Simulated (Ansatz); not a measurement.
# AlP: a point defect seen from the nuclei (Se on a P site), part 1 of 2

How do the nuclei near a point defect see it? The defect is Se on a P site in AlP (cell charge +1), first unrelaxed. The cell is a supercell built from a structure deposited in the COD (the entry's cell lengths or inner coordinates differ somewhat from later room-temperature determinations). Planned: a single point, then a relaxation.

The COD entry's cell or inner coordinates are ideal or old and differ from later refinements, so a difference from it is no clean test against experiment.

Method: DFT, PBE, plane-wave PAW, default files, scalar-relativistic, in Ansatz 0.2.0.

### Step 1. Starting point

The structure is cubic, space group F-43m (No. 216). The conventional cell has a = 16.353 Å, b = 16.353 Å, c = 16.353 Å, α = 90.00°, β = 90.00°, γ = 90.00°. Al (site symmetry 3m) is surrounded by 1 Se at 2.36 Å and 3 P at 2.36 Å. Al (site symmetry 2mm) has 4 P at 2.36 Å as nearest neighbours. Around Al (site symmetry m) lie 4 P at 2.36 Å. Al (site symmetry -43m) is surrounded by 4 P at 2.36 Å. Al (site symmetry 3m) has 4 P at 2.36 Å as nearest neighbours. Se (site symmetry -43m) has 4 Al at 2.36 Å as nearest neighbours. Around P (site symmetry m) lie 4 Al at 2.36 Å. P (site symmetry 3m) has 4 Al at 2.36 Å as nearest neighbours. Only part of the 10 independent sites is listed.

Structure file:

```
CELL_PARAMETERS angstrom
0.00000 8.17650 8.17650
8.17650 0.00000 8.17650
8.17650 8.17650 0.00000
ATOMIC_POSITIONS crystal
Al 0.00000 0.00000 0.00000
Al 0.00000 0.00000 0.33333
Al 0.00000 0.00000 0.66667
Al 0.00000 0.33333 0.00000
Al 0.00000 0.33333 0.33333
Al 0.00000 0.33333 0.66667
Al 0.00000 0.66667 0.00000
Al 0.00000 0.66667 0.33333
Al 0.00000 0.66667 0.66667
Al 0.33333 0.00000 0.00000
Al 0.33333 0.00000 0.33333
Al 0.33333 0.00000 0.66667
Al 0.33333 0.33333 0.00000
Al 0.33333 0.33333 0.33333
Al 0.33333 0.33333 0.66667
Al 0.33333 0.66667 0.00000
Al 0.33333 0.66667 0.33333
Al 0.33333 0.66667 0.66667
Al 0.66667 0.00000 0.00000
Al 0.66667 0.00000 0.33333
Al 0.66667 0.00000 0.66667
Al 0.66667 0.33333 0.00000
Al 0.66667 0.33333 0.33333
Al 0.66667 0.33333 0.66667
Al 0.66667 0.66667 0.00000
Al 0.66667 0.66667 0.33333
Al 0.66667 0.66667 0.66667
Se 0.08333 0.08333 0.08333
P 0.08333 0.08333 0.41667
P 0.08333 0.08333 0.75000
P 0.08333 0.41667 0.08333
P 0.08333 0.41667 0.41667
P 0.08333 0.41667 0.75000
P 0.08333 0.75000 0.08333
P 0.08333 0.75000 0.41667
P 0.08333 0.75000 0.75000
P 0.41667 0.08333 0.08333
P 0.41667 0.08333 0.41667
P 0.41667 0.08333 0.75000
P 0.41667 0.41667 0.08333
P 0.41667 0.41667 0.41667
P 0.41667 0.41667 0.75000
P 0.41667 0.75000 0.08333
P 0.41667 0.75000 0.41667
P 0.41667 0.75000 0.75000
P 0.75000 0.08333 0.08333
P 0.75000 0.08333 0.41667
P 0.75000 0.08333 0.75000
P 0.75000 0.41667 0.08333
P 0.75000 0.41667 0.41667
P 0.75000 0.41667 0.75000
P 0.75000 0.75000 0.08333
P 0.75000 0.75000 0.41667
P 0.75000 0.75000 0.75000
```

Atom 28 of the input is the impurity.

### Step 2. Gradients at the starting positions

Contents of input.yaml:

```yaml
crystal:
  lattice:
    - [0.0, 8.1765, 8.1765]
    - [8.1765, 0.0, 8.1765]
    - [8.1765, 8.1765, 0.0]
  atoms:
    - { symbol: Al, position: [0.0, 0.0, 0.0] }
    - { symbol: Al, position: [0.0, 0.0, 0.3333333333] }
    - { symbol: Al, position: [0.0, 0.0, 0.6666666667] }
    - { symbol: Al, position: [0.0, 0.3333333333, 0.0] }
    - { symbol: Al, position: [0.0, 0.3333333333, 0.3333333333] }
    - { symbol: Al, position: [0.0, 0.3333333333, 0.6666666667] }
    - { symbol: Al, position: [0.0, 0.6666666667, 0.0] }
    - { symbol: Al, position: [0.0, 0.6666666667, 0.3333333333] }
    - { symbol: Al, position: [0.0, 0.6666666667, 0.6666666667] }
    - { symbol: Al, position: [0.3333333333, 0.0, 0.0] }
    - { symbol: Al, position: [0.3333333333, 0.0, 0.3333333333] }
    - { symbol: Al, position: [0.3333333333, 0.0, 0.6666666667] }
    - { symbol: Al, position: [0.3333333333, 0.3333333333, 0.0] }
    - { symbol: Al, position: [0.3333333333, 0.3333333333, 0.3333333333] }
    - { symbol: Al, position: [0.3333333333, 0.3333333333, 0.6666666667] }
    - { symbol: Al, position: [0.3333333333, 0.6666666667, 0.0] }
    - { symbol: Al, position: [0.3333333333, 0.6666666667, 0.3333333333] }
    - { symbol: Al, position: [0.3333333333, 0.6666666667, 0.6666666667] }
    - { symbol: Al, position: [0.6666666667, 0.0, 0.0] }
    - { symbol: Al, position: [0.6666666667, 0.0, 0.3333333333] }
    - { symbol: Al, position: [0.6666666667, 0.0, 0.6666666667] }
    - { symbol: Al, position: [0.6666666667, 0.3333333333, 0.0] }
    - { symbol: Al, position: [0.6666666667, 0.3333333333, 0.3333333333] }
    - { symbol: Al, position: [0.6666666667, 0.3333333333, 0.6666666667] }
    - { symbol: Al, position: [0.6666666667, 0.6666666667, 0.0] }
    - { symbol: Al, position: [0.6666666667, 0.6666666667, 0.3333333333] }
    - { symbol: Al, position: [0.6666666667, 0.6666666667, 0.6666666667] }
    - { symbol: Se, position: [0.0833333333, 0.0833333333, 0.0833333333] }
    - { symbol: P, position: [0.0833333333, 0.0833333333, 0.4166666667] }
    - { symbol: P, position: [0.0833333333, 0.0833333333, 0.75] }
    - { symbol: P, position: [0.0833333333, 0.4166666667, 0.0833333333] }
    - { symbol: P, position: [0.0833333333, 0.4166666667, 0.4166666667] }
    - { symbol: P, position: [0.0833333333, 0.4166666667, 0.75] }
    - { symbol: P, position: [0.0833333333, 0.75, 0.0833333333] }
    - { symbol: P, position: [0.0833333333, 0.75, 0.4166666667] }
    - { symbol: P, position: [0.0833333333, 0.75, 0.75] }
    - { symbol: P, position: [0.4166666667, 0.0833333333, 0.0833333333] }
    - { symbol: P, position: [0.4166666667, 0.0833333333, 0.4166666667] }
    - { symbol: P, position: [0.4166666667, 0.0833333333, 0.75] }
    - { symbol: P, position: [0.4166666667, 0.4166666667, 0.0833333333] }
    - { symbol: P, position: [0.4166666667, 0.4166666667, 0.4166666667] }
    - { symbol: P, position: [0.4166666667, 0.4166666667, 0.75] }
    - { symbol: P, position: [0.4166666667, 0.75, 0.0833333333] }
    - { symbol: P, position: [0.4166666667, 0.75, 0.4166666667] }
    - { symbol: P, position: [0.4166666667, 0.75, 0.75] }
    - { symbol: P, position: [0.75, 0.0833333333, 0.0833333333] }
    - { symbol: P, position: [0.75, 0.0833333333, 0.4166666667] }
    - { symbol: P, position: [0.75, 0.0833333333, 0.75] }
    - { symbol: P, position: [0.75, 0.4166666667, 0.0833333333] }
    - { symbol: P, position: [0.75, 0.4166666667, 0.4166666667] }
    - { symbol: P, position: [0.75, 0.4166666667, 0.75] }
    - { symbol: P, position: [0.75, 0.75, 0.0833333333] }
    - { symbol: P, position: [0.75, 0.75, 0.4166666667] }
    - { symbol: P, position: [0.75, 0.75, 0.75] }
total_charge: 1
kpoints:
  mp_grid: { grid: [2, 2, 2] }
scf:
  occupations: { method: fermi_dirac, width: 0.01 }
hamiltonian:
  xc: pbe
  pseudopotentials: { kind: paw }
output:
  forces: true
  stress: true
  populations: true
  efg: { quadrupole_moments_barn: { Al: 0.1466 }, contact_densities: true }
  write_density: true
  write_potential: true
  elf: true
  volumetric_format: npy
```

Started as:

```
$ ansatz run input.yaml --threads 1 --pin off --max-ram 3072MiB --backend cpu --events-out ev --progress --plain --runs-dir out
```

Output:

```text
Warning: RAYON_NUM_THREADS=1 ignored (pool sized by the plan → 1); use --threads N
Engine: ansatz 0.2.0, x86_64-unknown-linux-gnu
Pseudopotentials: kind: paw
Pseudopotential: Al, paw, valence charge 3, recommended cutoff 420 eV (normal), Al.paw.azcp
Pseudopotential: Se, paw, valence charge 16, recommended cutoff 420 eV (normal), Se.paw.azcp
Pseudopotential: P, paw, valence charge 5, recommended cutoff 420 eV (normal), P.paw.azcp
Functional definition: PBE
  parameter kappa = 0.804
  parameter beta = 0.06672455060314922
  exchange = pbe_x(kappa = kappa, mu = beta*pi^2/3)
  correlation = pbe_c(beta = beta)
Crystal: 54 atoms, lattice volume = 1093.282 Å³
Basis set: ecut = 420 eV, 21331 PW (Γ), exchange–correlation on 160×160×160 points (8 copies of the dense FFT grid, shifted against one another)
Bands: 167, of which v1, the nominal top of the filled ones, is band 113 counted from 1 (112 counted from 0)
Symmetry: 24 space group operations
Space group: F-43m (ITA 216), of the structure as read, at distance tolerance 1.0e-4 Å
k-points: 3 of 8
Non-local potential: Al, projectors of the file, l = 0: 2, l = 1: 2, l = 2: 1
Non-local potential: Se, projectors of the file, l = 0: 2, l = 1: 2, l = 2: 3, l = 3: 1
Non-local potential: P, projectors of the file, l = 0: 2, l = 1: 2, l = 2: 2
PAW form: soft (Blöchl's): semilocal exchange-correlation on the pseudo side does not see the compensation charge
PAW one-centre angular grid: Al, 110 points (default); XC on 64 Gauss nodes
PAW one-centre angular grid: Se, 590 points (default); XC on 64 Gauss nodes
PAW one-centre angular grid: P, 110 points (default); XC on 64 Gauss nodes
Initial density: superposition of atomic densities (neutral atoms scaled as one to the charged cell's electrons: chi_scale 0, normalization atom), corrected by the library's trained network
Initial wavefunctions: pseudopotential atomic-orbital guess
Functional: x = pbe(κ = 0.804, μ = 0.2195149727645171), c = pbe(β = 0.06672455060314922)
SCF iter   1: F=—  HF=-39668.774656 eV  |F-HF|=—  |Δ(HF+E_count)|=         —  Δρ=2.46e-3  dr2=1.47e-1  ethr=1.77e-3  ⟨swp⟩=8.3  Hψ=2617  notcnv=0  defer=48
preconditioner: auto → Resta (q_TF=auto, 2.098 Å⁻¹)  ε∞=4.7  [insulator: Δε(μ)=1.512 eV  Ē_g=8.572 eV  σ=0.010 eV  W_gap=1.00  n_scr=168 (ndim 8)  ℏωp=16.5 eV  f_vac=0.000  D(μ)=0.00/eV (n_scr^D=0)  ε∞_Penn≈4.7]
SCF iter   2: F=—  HF=-39668.720533 eV  |F-HF|=—  |Δ(HF+E_count)|=   5.41e-2  Δρ=1.09e-3  dr2=1.85e-2  ethr=6.49e-5  ⟨swp⟩=3.7  Hψ=962  notcnv=0  defer=145
SCF iter   3: F=—  HF=-39668.712958 eV  |F-HF|=—  |Δ(HF+E_count)|=   7.58e-3  Δρ=4.06e-4  dr2=1.43e-3  ethr=8.20e-6  ⟨swp⟩=3.3  Hψ=730  notcnv=0  defer=145
[... 1 line left out ...]
SCF iter   5: F=—  HF=-39668.712512 eV  |F-HF|=—  |Δ(HF+E_count)|=   2.19e-5  Δρ=2.09e-5  dr2=9.42e-6  ethr=4.66e-8  ⟨swp⟩=2.0  Hψ=599  notcnv=0  defer=145
SCF iter   6: F=—  HF=-39668.712800 eV  |F-HF|=—  |Δ(HF+E_count)|=   2.88e-4  Δρ=7.52e-6  dr2=9.00e-7  ethr=4.17e-9  ⟨swp⟩=2.0  Hψ=695  notcnv=0  defer=145
SCF iter   7: F=-39668.712801 eV  HF=-39668.712801 eV  |F-HF|=1.38e-8  |Δ(HF+E_count)|=   8.01e-7  Δρ=1.45e-6  dr2=4.91e-8  ethr=4.42e-11  ⟨swp⟩=26.3  Hψ=5008  notcnv=0
SCF 1 converged in 7 iterations: F = -39668.712801 eV  dr2 = 4.91e-8
SCF converged after 7 iterations
Free energy (F): -39668.712801 eV
Harris-Foulkes:  -39668.712801 eV  (|F-HF|=1.38e-8)
Internal energy: -39668.712801 eV  (E = F + TS)
E sigma→0 (E₀):  -39668.712801 eV
Fermi energy:    5.977296 eV
--- Per-component energies (eV) ---
[... 15 lines left out ...]
--- Forces (eV/Å), atoms counted from 1 ---
  atom   1  Al    -1.07387406    -1.07387406    -1.07387406
  atom   2  Al     1.07387406     1.07387406    -1.07387406
  atom   3  Al     0.00000000    -0.00000000    -0.26334577
  atom   4  Al     1.07387406    -1.07387406     1.07387406
  atom   5  Al     0.14917231    -0.02355617    -0.02355617
  atom   6  Al     0.02355617    -0.14917231    -0.02355617
[... 48 lines left out ...]
  max |Σ_I F_I| component: 2.29e-16 eV/Å
--- Stress (GPa, compression-positive) ---
[... 55 lines left out ...]
  atom  26  Al V_zz =    +0.022805   η = 0.0000   by run symmetry: allowed   C_q = +0.0808 MHz
            electrostatic potential = -1227.299086 V   contact ρ = 10084.047173 e/Å³
  atom  27  Al V_zz =    +0.022805   η = 0.0000   by run symmetry: allowed   C_q = +0.0808 MHz
            electrostatic potential = -1227.299086 V   contact ρ = 10084.047173 e/Å³
  atom  28  Se V_zz =    +0.000000   η = 0.0000   by run symmetry: forbidden
            electrostatic potential = -4706.500522 V   contact ρ = 262867.616876 e/Å³
  atom  29  P  V_zz =    +1.263858   η = 0.1314   by run symmetry: allowed
            electrostatic potential = -1493.494170 V   contact ρ = 16017.098185 e/Å³
  atom  30  P  V_zz =    +1.263858   η = 0.1314   by run symmetry: allowed
            electrostatic potential = -1493.494170 V   contact ρ = 16017.098185 e/Å³
  atom  31  P  V_zz =    +1.263858   η = 0.1314   by run symmetry: allowed
            electrostatic potential = -1493.494170 V   contact ρ = 16017.098185 e/Å³
  atom  32  P  V_zz =    -0.262956   η = 0.0000   by run symmetry: allowed
            electrostatic potential = -1493.669692 V   contact ρ = 16017.053650 e/Å³
  atom  33  P  V_zz =    +1.263858   η = 0.1314   by run symmetry: allowed
            electrostatic potential = -1493.494170 V   contact ρ = 16017.098185 e/Å³
  atom  34  P  V_zz =    +1.263858   η = 0.1314   by run symmetry: allowed
            electrostatic potential = -1493.494170 V   contact ρ = 16017.098185 e/Å³
  atom  35  P  V_zz =    +1.263858   η = 0.1314   by run symmetry: allowed
            electrostatic potential = -1493.494170 V   contact ρ = 16017.098185 e/Å³
  atom  36  P  V_zz =    -0.286322   η = 0.0000   by run symmetry: allowed
            electrostatic potential = -1493.670615 V   contact ρ = 16017.059051 e/Å³
  atom  37  P  V_zz =    +1.263858   η = 0.1314   by run symmetry: allowed
            electrostatic potential = -1493.494170 V   contact ρ = 16017.098185 e/Å³
  atom  38  P  V_zz =    -0.262956   η = 0.0000   by run symmetry: allowed
            electrostatic potential = -1493.669692 V   contact ρ = 16017.053650 e/Å³
  atom  39  P  V_zz =    +1.263858   η = 0.1314   by run symmetry: allowed
            electrostatic potential = -1493.494170 V   contact ρ = 16017.098185 e/Å³
  atom  40  P  V_zz =    -0.262956   η = 0.0000   by run symmetry: allowed
            electrostatic potential = -1493.669692 V   contact ρ = 16017.053650 e/Å³
  atom  41  P  V_zz =    -0.262956   η = 0.0000   by run symmetry: allowed
            electrostatic potential = -1493.669692 V   contact ρ = 16017.053650 e/Å³
  atom  42  P  V_zz =    -0.116656   η = 0.1313   by run symmetry: allowed
            electrostatic potential = -1493.714465 V   contact ρ = 16017.060481 e/Å³
  atom  43  P  V_zz =    +1.263858   η = 0.1314   by run symmetry: allowed
            electrostatic potential = -1493.494170 V   contact ρ = 16017.098185 e/Å³
  atom  44  P  V_zz =    -0.116656   η = 0.1313   by run symmetry: allowed
            electrostatic potential = -1493.714465 V   contact ρ = 16017.060481 e/Å³
  atom  45  P  V_zz =    -0.116656   η = 0.1313   by run symmetry: allowed
            electrostatic potential = -1493.714465 V   contact ρ = 16017.060481 e/Å³
  atom  46  P  V_zz =    +1.263858   η = 0.1314   by run symmetry: allowed
            electrostatic potential = -1493.494170 V   contact ρ = 16017.098185 e/Å³
  atom  47  P  V_zz =    +1.263858   η = 0.1314   by run symmetry: allowed
            electrostatic potential = -1493.494170 V   contact ρ = 16017.098185 e/Å³
  atom  48  P  V_zz =    -0.286322   η = 0.0000   by run symmetry: allowed
            electrostatic potential = -1493.670615 V   contact ρ = 16017.059051 e/Å³
  atom  49  P  V_zz =    +1.263858   η = 0.1314   by run symmetry: allowed
            electrostatic potential = -1493.494170 V   contact ρ = 16017.098185 e/Å³
  atom  50  P  V_zz =    -0.116656   η = 0.1313   by run symmetry: allowed
            electrostatic potential = -1493.714465 V   contact ρ = 16017.060481 e/Å³
  atom  51  P  V_zz =    -0.116656   η = 0.1313   by run symmetry: allowed
            electrostatic potential = -1493.714465 V   contact ρ = 16017.060481 e/Å³
  atom  52  P  V_zz =    -0.286322   η = 0.0000   by run symmetry: allowed
            electrostatic potential = -1493.670615 V   contact ρ = 16017.059051 e/Å³
  atom  53  P  V_zz =    -0.116656   η = 0.1313   by run symmetry: allowed
            electrostatic potential = -1493.714465 V   contact ρ = 16017.060481 e/Å³
  atom  54  P  V_zz =    -0.286322   η = 0.0000   by run symmetry: allowed
            electrostatic potential = -1493.670615 V   contact ρ = 16017.059051 e/Å³
--- Band table (eV) ---
[... 3 lines left out ...]
--- Löwdin populations: 54 sites ---
  site symbol       q [e]
[... 54 lines left out ...]
  spilling = 0.007116 (of n_electrons = 226.000000)
```

Run time: 45 s. Hardware: 1 thread of Intel Xeon Platinum 8488C (Sapphire Rapids), shared host; peak memory 1.7 GiB.

The run ends with gap on the mesh 1.52 eV, largest force 1.860 eV/Å, pressure 3.5 GPa.

The printed gradients, by site:

```tsv
site	atoms	distance from the defect (Å)	V_zz (10²¹ V/m²)	η	C_Q (MHz)
Se	28	0.00	0.00	–	–
Al1	1, 2, 4, 10	2.36	2.37	0.00	8.40 (²⁷Al)
P29	29, 30, 31, 33, …	3.85	1.26	0.13	–
Al5	5, 6, 8, 11, …	4.52	-0.14	0.97	-0.507 (²⁷Al)
P42	42, 44, 45, 50, …	5.45	-0.12	0.13	–
Al3	3, 7, 9, 19, …	5.94	-0.26	0.44	-0.921 (²⁷Al)
P36	36, 48, 52, 54	6.68	-0.29	0.00	–
P32	32, 38, 40, 41	6.68	-0.26	0.00	–
Al18	18, 24, 26, 27	7.08	0.023	0.00	0.081 (²⁷Al)
Al14	14	7.08	0.00	–	0 (²⁷Al)
```

Conventions: |V_zz| ≥ |V_yy| ≥ |V_xx|, η = (V_xx − V_yy)/V_zz, C_Q = eQV_zz/h. Quadrupole moments are those of Pyykkö's year-2017 table. A dash under C_Q marks elements without a common quadrupolar isotope.

Direction of the V_zz axis (Cartesian unit vector):

```tsv
site	atom	x	y	z
Al1	1	0.58	0.58	0.58
Al3	3	0.71	-0.71	0.00
P29	29	0.68	0.68	0.25
P32	32	-0.58	0.58	0.58
P36	36	0.58	-0.58	-0.58
P42	42	0.71	-0.71	0.00
```

Density in a lattice plane of the grid's cell (edges 11.56 and 11.56 Å, at 0.083 of the third edge), which holds Se and P.

Values in e/Å³, 12 rows by 12 columns:
```
 0.24  0.12  0.07  0.12  0.24  0.12  0.07  0.12  0.23  0.12  0.07  0.12
 0.52  0.53  0.08  0.07  0.52  0.52  0.07  0.07  0.52  0.53  0.07  0.07
 0.52  0.07  0.53  0.13  0.52  0.07  0.53  0.12  0.52  0.08  0.53  0.12
 0.22  0.52  0.52  0.22  0.22  0.52  0.52  0.22  0.23  0.52  0.52  0.23
 0.22  0.12  0.07  0.12  0.23  0.12  0.07  0.12  0.22  0.12  0.07  0.12
 0.52  0.52  0.07  0.07  0.52  0.53  0.07  0.07  0.52  0.53  0.07  0.07
 0.52  0.06  0.53  0.12  0.52  0.06  0.53  0.12  0.52  0.07  0.52  0.12
 0.23  0.52  0.52  0.22  0.23  0.52  0.52  0.23  0.22  0.52  0.52  0.24
 0.21  0.12  0.07  0.12  0.22  0.12  0.07  0.12  0.22  0.13  0.07  0.12
 0.64  0.69  0.07  0.07  0.52  0.53  0.07  0.07  0.52  0.53  0.08  0.07
 0.66 39.22  0.69  0.12  0.52  0.06  0.52  0.12  0.52  0.07  0.53  0.12
 0.20  0.66  0.64  0.21  0.23  0.52  0.52  0.22  0.22  0.52  0.52  0.24
```
Columns run along the first of these edges and rows up along the second, over one cell in 12 and 12 even steps from the bottom left corner. Atoms in the plane (fractional): Se at (0.08, 0.08), P at (0.08, 0.42), P at (0.08, 0.75), P at (0.42, 0.08), P at (0.42, 0.42), P at (0.42, 0.75), P at (0.75, 0.08), P at (0.75, 0.42), P at (0.75, 0.75).

ELF in the same plane.

Ten even steps from ' ' (0.00) to '@' (0.91):
```
::--==++++==--::::==++++++**==::::==++**++++==--
@@%%==..    ::##@@##--..  ..::**@@##--..    ::**
@@@@@@++..  ::##@@@@%%==    ..**@@@@%%++..  ..**
%%++++##++..::**%%++++##++..::**%%++++##++..::**
@@==  --@@##--##@@--  --@@**--##@@--  --@@##--**
@@@@++==@@@@**==@@@@++==@@@@**==@@@@++==@@@@**==
==%%%%##%%@@**..==%%%%##%%%%**..==%%%%##%%@@##..
==------------====--------------==--------------
@@@@++..    ::##@@@@**..    ..**@@@@++..    ::**
@@@@@@**..  ::**@@@@@@**::  ..**@@@@@@**::  ..**
%%::..####::::**##::..####--::**%%::..####::::**
@@**  ::@@%%--**@@##  ::@@%%--**@@##  ::@@%%--**
@@@@%%**@@@@**--%%@@%%##@@@@##--%%@@%%**@@@@##--
::##%%######++..::**########**..::**######%%**..
++==::::::::::++##++--::::::::++##++--::::::::==
%%@@**::    ::##@@@@##::    ..##@@@@##--    ..**
%%%%%%##--  ::**%%%%%%##--  ..**%%%%%%##==  ..**
%%++..##%%--::##%%..  ++%%==::**%%..  ++%%++::**
%%%%==++@@%%==**@@@@..--@@@@==++@@@@..::@@@@++==
++%%%%%%%%%%++::##@@@@%%@@@@##::##@@@@%%@@@@%%::
```
Columns run along the first of these edges and rows up along the second, over one cell in 24 and 20 even steps from the bottom left corner. Atoms in the plane (fractional): Se at (0.08, 0.08), P at (0.08, 0.42), P at (0.08, 0.75), P at (0.42, 0.08), P at (0.42, 0.42), P at (0.42, 0.75), P at (0.75, 0.08), P at (0.75, 0.42), P at (0.75, 0.75).

Both are smooth fields of the valence electrons: close to the nuclei they are not physical.

The highest ELF values outside the cores: 0.95 on the P–Al line, 1.2 Å from P; 0.89 on the Se–Al line, 1.2 Å from Se.

(Continued in part 2 of 2.)
